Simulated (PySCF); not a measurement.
# C6H10BN: electronic excitations

Wanted: the electronic excitations of C6H10BN (`BN1C=C/C(=C/C)C1`), by calculation.

The runs use PySCF 2.14.0, with density-fitted response routines of our own; the level of theory stands in each step. All values are computed, except where a source is named. Atoms count from 0, in the outputs and in this text.

### 1 The molecule as given

18 atoms, charge 0, multiplicity 1; geometry from: GFN2-xTB.

Bonds of the start (Å): B0–N1 1.39, N1–C2 1.38, C2–C3 1.34, C3–C4 1.45, C4–C5 1.33, C5–C6 1.49, C4–C7 1.51, C7–N1 1.46, B0–H8 1.17, B0–H9 1.17, C2–H10 1.08, C3–H11 1.07, C5–H12 1.08, C6–H13 1.09, C6–H14 1.09, C6–H15 1.09, C7–H16 1.09, C7–H17 1.09.

### 2 Ultraviolet spectrum: CAM-B3LYP/def2-SVPD

Job settings and geometry (Å):

```
{"job": {"kind": "uv", "xc": "CAM-B3LYP", "basis": "def2-SVPD", "nstates": 8, "ntriplets": 3}, "charge": 0, "multiplicity": 1}
B      2.938576    -0.622138    -0.096025
N      1.716488     0.023235    -0.228270
C      1.503952     1.377848    -0.413662
C      0.204948     1.698515    -0.507806
C     -0.591772     0.498715    -0.377772
C     -1.921574     0.397704    -0.410827
C     -2.690218    -0.875160    -0.277832
C      0.405393    -0.622066    -0.196868
H      2.949288    -1.783390     0.056429
H      3.922608     0.010032    -0.141523
H      2.354831     2.032971    -0.464765
H     -0.203068     2.679643    -0.653966
H     -2.508281     1.292822    -0.564894
H     -3.562362    -0.726467     0.357553
H     -2.077251    -1.667327     0.144727
H     -3.049116    -1.204301    -1.255041
H      0.331350    -1.360455    -1.001084
H      0.267449    -1.143866     0.755210
```

Method: TDDFT CAM-B3LYP/def2-SVPD, vertical, gas phase, core orbitals frozen in the response.

Command:

```sh
> OMP_NUM_THREADS=1 python probes_run.py task.json out
```

This one command runs all jobs of the session in turn.

Standard output:

```text
coarse grid: 14864 points
cycle   1  E = -313.7587451517  dE =  1.394e+00  |g| = 3.360e-01  |ddm| = 1.223e+01
cycle   2  E = -313.7739087249  dE = -1.516e-02  |g| = 2.817e-01  |ddm| = 2.222e+00
cycle   3  E = -313.7931971268  dE = -1.929e-02  |g| = 7.530e-02  |ddm| = 9.646e-01
cycle   4  E = -313.7945681568  dE = -1.371e-03  |g| = 3.316e-02  |ddm| = 2.546e-01
cycle   5  E = -313.7948309674  dE = -2.628e-04  |g| = 7.799e-03  |ddm| = 7.865e-02
cycle   6  E = -313.7948453307  dE = -1.436e-05  |g| = 2.048e-03  |ddm| = 2.029e-02
cycle   7  E = -313.7948466983  dE = -1.368e-06  |g| = 6.786e-04  |ddm| = 6.379e-03
final grid: 143168 points
cycle   8  E = -313.8579503516  dE = -4.810e-05  |g| = 3.706e-03  |ddm| = 1.841e-01
cycle   9  E = -313.8579509664  dE = -6.149e-07  |g| = 3.641e-03  |ddm| = 2.276e-02
cycle  10  E = -313.8579541963  dE = -3.230e-06  |g| = 5.221e-04  |ddm| = 8.653e-03
cycle  11  E = -313.8579542467  dE = -5.033e-08  |g| = 2.684e-04  |ddm| = 2.047e-03
cycle  12  E = -313.8579542636  dE = -1.696e-08  |g| = 5.028e-05  |ddm| = 8.059e-04
cycle  13  E = -313.8579542644  dE = -7.441e-10  |g| = 1.503e-05  |ddm| = 1.727e-04
converged SCF energy = -313.8579542644

Static polarisability (au): isotropic 100.182, principal 60.791 89.454 150.300

Singlet excitations
state   eV       nm        f      main configurations
  1   4.7445    261.3   0.57486   H->L 0.98
  2   5.4079    229.3   0.04406   H->L+1 0.96
  3   5.4347    228.1   0.00575   H->L+2 0.88
  4   6.1678    201.0   0.00032   H->L+3 0.61, H->L+4 0.17, H->L+5 0.13
  5   6.2143    199.5   0.00023   H->L+4 0.72, H->L+3 0.21
  6   6.7577    183.5   0.00324   H->L+6 0.46, H->L+7 0.22, H->L+5 0.19
  7   6.8490    181.0   0.04249   H->L+8 0.80, H-1->L 0.10
  8   6.9741    177.8   0.02175   H->L+5 0.44, H->L+6 0.29, H->L+3 0.10

Triplet excitations (Tamm-Dancoff, eV): 2.8283 4.2406 5.1587
```

Run time: 84 s. Hardware: 1 thread of Arm Neoverse V1, shared host; peak memory 1.1 GiB.

Frontier orbitals and where they lie:

```tsv
orbital	eV	atoms
HOMO−3	-11.09	C5 16 %, C6 12 %, C4 12 %
HOMO−2	-10.63	B0 34 %, H9 19 %, H8 17 %
HOMO−1	-9.86	C4 26 %, N1 18 %, C3 16 %
HOMO	-6.86	C5 21 %, C3 16 %, C2 14 %
LUMO	0.32	B0 24 %, C2 16 %, C3 14 %
LUMO+1	1.18	B0 20 %, N1 12 %, C4 8 %
LUMO+2	1.21	B0 34 %, H16 8 %, C6 8 %
```

With each of the 8 states as a Gaussian band of 0.4 eV half-width at 1/e, the curve within the window shown has maxima at 261 nm (ε 23,000), 180 nm (ε 2,700) L/(mol cm). Beyond the last state computed it falls off for lack of states. The curve at chosen wavelengths:

```
 nm  ε (L/mol/cm)
170          1083
175          2186
180          2662
185          2112
190          1171
196           410
201           197
206           267
211           587
216          1137
221          1863
226          2793
231          4212
237          7224
242         11083
247         15695
252         19984
257         22766
262         23322
267         21668
272         18430
278         13678
283          9880
288          6709
293          4312
298          2639
```

Leading natural transition orbitals of singlet state 1: the hole lies on C5 22 %; N1 17 %; C3 15 %; the particle on B0 20 %; C2 18 %; C3 14 %.

Ground-state properties from the same run:

```tsv
property	computed
dipole moment (D)	1.21
polarisability (Å³)	14.85
HOMO–LUMO gap (eV)	7.18
−ε(HOMO) (eV)	6.86
```

Orbitals, density, ELF and potential are computed afterwards from the orbital file.

Frontier orbitals at CAM-B3LYP/def2-SVPD, with the share of their density that lies nearest to each atom:

```tsv
orbital	energy (eV)	lies on
HOMO	-6.86	C5 23 %; C2, C3 about 15 % each; N1 12 %
LUMO	0.32	B0 22 %; C2 16 %; C3, C5 about 12 % each
```

ELF in a plane through or near 14 of the atoms.

Ten even steps from '0' (0.00) to '9' (1.00):
```
0000000000000000000000000000
0000000000000000000000000000
0000000000000110000000000000
0000000000007996000000000000
0000000010019998100000000000
0000004996128997018960000000
0000007999573262079993000000
0000001898375185279970000000
0001420025342522822610000000
0018999426552642826844410000
0029999766686595358357620000
0028999128672542046436510000
0002565344114651099942100000
0000028999301210099920000000
0000039999600000047610000000
0000017999300000000000000000
0000001463000000000000000000
0000000000000000000000000000
0000000000000000000000000000
0000000000000000000000000000
```
The map spans 13.0 Å across and 10.6 Å up, centred on the molecule. Atoms in the plane (x, y in Å): B0 (-2.9, -0.9), N1 (-1.7, -0.2), C2 (-1.6, 1.2), C3 (-0.4, 1.7), C4 (0.5, 0.6), C5 (1.9, 0.6), C6 (2.8, -0.6), C7 (-0.3, -0.7), H8 (-2.7, -2.1), H9 (-3.9, -0.4), H10 (-2.6, 1.8), H11 (-0.1, 2.7), H12 (2.4, 1.6), H14 (2.2, -1.5).

On the surface of density 0.002 e/bohr³ the electrostatic potential runs, from the 1st to the 99th percentile, from -0.55 V near C5 to 0.90 V near H10.

### 3 Outcome

| quantity | value |
| --- | --- |
| lowest singlet (CAM-B3LYP/def2-SVPD) | 4.74 eV (261 nm), f = 0.575 |
| lowest triplet | 2.83 eV |
| surface potential, 1st and 99th percentile | -0.55 V and 0.90 V |

The lowest singlet, at 4.74 eV, is HOMO→LUMO 0.98 and is bright. The lowest triplet lies 1.92 eV below the lowest singlet (triplets in Tamm-Dancoff, singlets in full TDDFT).
